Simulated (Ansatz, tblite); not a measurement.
# C₂₂H₁₃AgS: rung by rung

The task here is to estimate one member of a computed series from the others.

The runs use Ansatz 0.2.0, Gaussian basis; as each input shows.

Levels to be run: GFN1-xTB, GFN2-xTB, PBE-D4/def2-TZVP, r2SCAN-D4/def2-TZVP, r2SCANh-D4/def2-TZVP, CAM-B3LYP-D4/def2-TZVP, B2PLYP/def2-TZVP, PBE-D4/def2-SVP, PBE0-D4/def2-SVP, MP2/def2-SVP, RPA/def2-SVP.

1 further run of the same task is left out (set aside as unsound or not needed). Runs told in other sessions of the task aren't counted.

**The geometry**

The singlet was relaxed beforehand with PBE-D4/def2-SVP.

SMILES `[Ag][S]c1ccc(C#Cc2ccc(C#Cc3ccccc3)cc2)cc1`, 37 atoms, charge 0, spin multiplicity 1.

Bond lengths: Ag1–S2 2.348 Å, S2–C3 1.780 Å, C3–C4 1.415 Å, C3–C24 1.416 Å, C4–C5 1.395 Å, C4–H25 1.100 Å, C5–C6 1.422 Å, C5–H26 1.100 Å, C6–C7 1.420 Å, C6–C23 1.422 Å, C7–C8 1.234 Å, C8–C9 1.419 Å, C9–C10 1.422 Å, C9–C22 1.422 Å, C10–C11 1.392 Å, C10–H27 1.100 Å, C11–C12 1.421 Å, C11–H28 1.100 Å and more. Angles: Ag1–S2–C3 102.0°, S2–C3–C4 120.3°, S2–C3–C24 120.8°, C4–C3–C24 118.7°, C3–C4–C5 120.8°, C3–C4–H25 118.9°, C5–C4–H25 120.3°, C4–C5–C6 120.7°, C4–C5–H26 120.3°, C6–C5–H26 119.0°, C5–C6–C7 120.9°, C5–C6–C23 118.3°, C7–C6–C23 120.8°, C6–C7–C8 180.0°, C7–C8–C9 179.9°, C8–C9–C10 120.9°, C8–C9–C22 120.9°, C10–C9–C22 118.2° and more.

Ag takes a core potential in the def2 sets. No spin-orbit coupling is included.

PBE0-D4/def2-TZVP was run before; its log isn't repeated, and its numbers join the tables.

The first run:

Tight binding, by tblite at 300 K electronic temperature and without a spin-polarisation term:

```python
tblite.interface.Calculator('GFN1-xTB', numbers, positions, charge=0, uhf=0).singlepoint()
```

Tight binding, by tblite at 300 K electronic temperature and without a spin-polarisation term:

```python
tblite.interface.Calculator('GFN2-xTB', numbers, positions, charge=0, uhf=0).singlepoint()
```

start.molden holds the orbitals of an earlier run on this state, given as this run's starting guess.

in.yaml reads:

```yaml
crystal:
  periodic: [false, false, false]
  atoms:
    - {symbol: Ag, position_ang: [10.359045, 0.359140, -2.421154]}
    - {symbol: S, position_ang: [9.802270, -0.373393, -0.261231]}
    - {symbol: C, position_ang: [8.024875, -0.281141, -0.284270]}
    - {symbol: C, position_ang: [7.252969, -1.431934, -0.570524]}
    - {symbol: C, position_ang: [5.859824, -1.391281, -0.507104]}
    - {symbol: C, position_ang: [5.183399, -0.191980, -0.153845]}
    - {symbol: C, position_ang: [3.765682, -0.145389, -0.094656]}
    - {symbol: C, position_ang: [2.533098, -0.104991, -0.042270]}
    - {symbol: C, position_ang: [1.116303, -0.059084, 0.020116]}
    - {symbol: C, position_ang: [0.440043, 1.139976, 0.375430]}
    - {symbol: C, position_ang: [-0.950343, 1.185288, 0.435028]}
    - {symbol: C, position_ang: [-1.730926, 0.033836, 0.142671]}
    - {symbol: C, position_ang: [-3.148907, 0.081062, 0.200127]}
    - {symbol: C, position_ang: [-4.380896, 0.122867, 0.246639]}
    - {symbol: C, position_ang: [-5.802229, 0.173804, 0.289243]}
    - {symbol: C, position_ang: [-6.577268, -0.979639, -0.003237]}
    - {symbol: C, position_ang: [-7.974426, -0.922799, 0.037062]}
    - {symbol: C, position_ang: [-8.628175, 0.276802, 0.367730]}
    - {symbol: C, position_ang: [-7.872413, 1.424605, 0.659972]}
    - {symbol: C, position_ang: [-6.474415, 1.379507, 0.622912]}
    - {symbol: C, position_ang: [-1.054900, -1.165489, -0.211189]}
    - {symbol: C, position_ang: [0.335480, -1.211015, -0.270974]}
    - {symbol: C, position_ang: [5.963256, 0.959681, 0.140456]}
    - {symbol: C, position_ang: [7.355761, 0.912351, 0.078393]}
    - {symbol: H, position_ang: [7.769564, -2.364286, -0.842939]}
    - {symbol: H, position_ang: [5.268244, -2.290985, -0.731354]}
    - {symbol: H, position_ang: [1.032238, 2.037885, 0.603932]}
    - {symbol: H, position_ang: [-1.461200, 2.119360, 0.710110]}
    - {symbol: H, position_ang: [-6.061779, -1.916331, -0.261609]}
    - {symbol: H, position_ang: [-8.562111, -1.824838, -0.192289]}
    - {symbol: H, position_ang: [-9.727767, 0.316468, 0.397670]}
    - {symbol: H, position_ang: [-8.378555, 2.367158, 0.919967]}
    - {symbol: H, position_ang: [-5.879610, 2.275916, 0.850963]}
    - {symbol: H, position_ang: [-1.647120, -2.063339, -0.439844]}
    - {symbol: H, position_ang: [0.846156, -2.145097, -0.546349]}
    - {symbol: H, position_ang: [5.451530, 1.891985, 0.422032]}
    - {symbol: H, position_ang: [7.953270, 1.805298, 0.314394]}
basis:
  gaussian: {orbitals: def2-TZVP, fitting: {mean_field: def2-universal-jkfit}, initial_orbitals: start.molden}
hamiltonian: {xc: pbe, dispersion: d4}
scf: {omitted_lower_state_checks: [starts]}
output: {forces: true, orbitals: {seedname: orbitals}}
```

Run with:

```
> ansatz run in.yaml --threads 2 --pin off --events-out ev --progress --plain --max-ram 32768MiB --backend cuda --devices 0, --max-vram 18GiB
```

Steps of the session up to this table: PBE-D4/def2-TZVP; r2SCAN-D4/def2-TZVP; r2SCANh-D4/def2-TZVP; CAM-B3LYP-D4/def2-TZVP; B2PLYP/def2-TZVP; PBE-D4/def2-SVP; PBE0-D4/def2-SVP; MP2/def2-SVP; RPA/def2-SVP.

One table of the session follows, with a row left open; its other results are not shown here.

It belongs to the step «Binding energy». 

| level | binding an atom (eV) |
| --- | --- |
| HF/def2-SVP | 3.913 |
| PBE-D4/def2-SVP | 5.576 |
| PBE-D4/def2-TZVP | 5.491 |
| r2SCAN-D4/def2-TZVP | 5.298 |
| r2SCANh-D4/def2-TZVP | 5.255 |
| PBE0-D4/def2-SVP | 5.442 |
| PBE0-D4/def2-TZVP | 5.355 |
| CAM-B3LYP-D4/def2-TZVP | 5.247 |
| MP2/def2-SVP | ? |

Estimate the missing values for MP2/def2-SVP.

**Answer.** binding an atom (eV): 5.223. In the column «binding an atom (eV)» it lies between HF/def2-SVP (3.913) and CAM-B3LYP-D4/def2-TZVP (5.247).

Limits of these values: Free atoms were run apart at each level; binding is atoms less cluster, divided by the number of atoms, without zero-point or spin-orbit terms.
